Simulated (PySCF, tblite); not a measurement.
**C₂H₉ClGeSi₃: geometry, infrared bands and NMR shifts**

What infrared bands and NMR shifts should C₂H₉ClGeSi₃ (`C#C[SiH2][Si@]([SiH3])(Cl)[GeH3]`) show?

Computed with tblite 0.8.0 and PySCF 2.14.0, with density-fitted response routines of our own, on a single molecule in the gas phase. Atoms are numbered from 0 throughout.

## 1. The starting structure

16 atoms, charge 0, multiplicity 1; geometry from: force field or distance geometry start.

Bonds of the start (Å): C0–C1 1.19, C1–Si2 1.83, Si2–Si3 2.23, Si3–Si4 2.22, Si3–Cl5 2.10, Si3–Ge6 2.31, C0–H7 1.06, Si2–H8 1.47, Si2–H9 1.46, Si4–H10 1.48, Si4–H11 1.47, Si4–H12 1.47, Ge6–H13 1.55, Ge6–H14 1.54, Ge6–H15 1.54.

## 2. Geometry optimisation with GFN2-xTB

What the job is given:

```
{"job": {"kind": "relax", "xc": "GFN2-xTB", "basis": "xTB"}, "charge": 0, "multiplicity": 1}
C     -0.366300     3.199800     0.100900
C     -0.305000     2.201900     0.752100
Si    -0.177500     0.675300     1.752600
Si     0.077200    -1.047800     0.364400
Si    -1.675600    -1.173400    -0.995000
Cl     0.219100    -2.823900     1.480700
Ge     2.004100    -0.748900    -0.872000
H     -0.434300     4.089900    -0.474100
H     -1.416800     0.498900     2.527800
H      0.963800     0.763600     2.659500
H     -1.499100    -2.305800    -1.924800
H     -1.772300     0.076800    -1.766400
H     -2.905000    -1.359100    -0.202400
H      3.224600    -0.671700     0.085300
H      2.174900    -1.935800    -1.840600
H      1.880600     0.569100    -1.659400
```

Launch:

```sh
$ OMP_NUM_THREADS=1 python probes_run.py task.json out
```

One launch serves the whole session: the jobs run in the order shown.

**Question.** This job is followed by: GFN2-xTB harmonic vibrations, gas phase; GIAO PBE0/pcSseg-1 NMR shielding, non-relativistic, gas phase. What will the session give for the following? strongest single infrared mode (GFN2-xTB); zero-point energy (GFN2-xTB); ¹³C shifts against TMS (PBE0/pcSseg-1); ¹H shifts against TMS (PBE0/pcSseg-1, means over atoms taken as alike); ²⁹Si shifts against TMS (PBE0/pcSseg-1); ³⁵Cl shifts against HCl (PBE0/pcSseg-1); ⁷³Ge shifts against GeMe4 (PBE0/pcSseg-1); surface potential, 1st and 99th percentile.

As calculated:

| quantity | value |
| --- | --- |
| strongest single infrared mode (GFN2-xTB) | 755 cm⁻¹, 902 km/mol |
| zero-point energy (GFN2-xTB) | 51.5 kcal/mol |
| ¹³C shifts against TMS (PBE0/pcSseg-1) | 108.5, 82.5 ppm |
| ¹H shifts against TMS (PBE0/pcSseg-1, means over atoms taken as alike) | 4.72, 4.68, 3.87, 3.53, 1.99 ppm |
| ²⁹Si shifts against TMS (PBE0/pcSseg-1) | -12.9, -92.0, -103.8 ppm |
| ³⁵Cl shifts against HCl (PBE0/pcSseg-1) | -96 ppm |
| ⁷³Ge shifts against GeMe4 (PBE0/pcSseg-1) | -342 ppm |
| surface potential, 1st and 99th percentile | -0.59 V and 1.45 V |

**Reading.** The optimisation took 70 steps and gained 0.487 eV; among the close pairs (by a distance rule), Si2–Si3 changed most, from 2.227 to 2.351 Å. All 42 modes are real, so the xTB geometry is a minimum. The strongest single mode, at 755 cm⁻¹, has its largest shares on H10, H11 and H12 (the list is cut at 3 atoms). GFN2-xTB is a fitted tight-binding method: band positions and strengths are rough. Its intensities can rank the bands wrongly. At PBE0/pcSseg-1: The widest tensor belongs to C1: span 279 ppm, with a paramagnetic part of -157 ppm. At PBE0/pcSseg-1, counted by nearest atom on the grid, the HOMO lies on Si3 19 %; Cl5 18 %, the LUMO on Si3 33 %; Cl5 13 %. Spin-orbit coupling is left out, which matters for shieldings and couplings at and beside the heavy atoms.
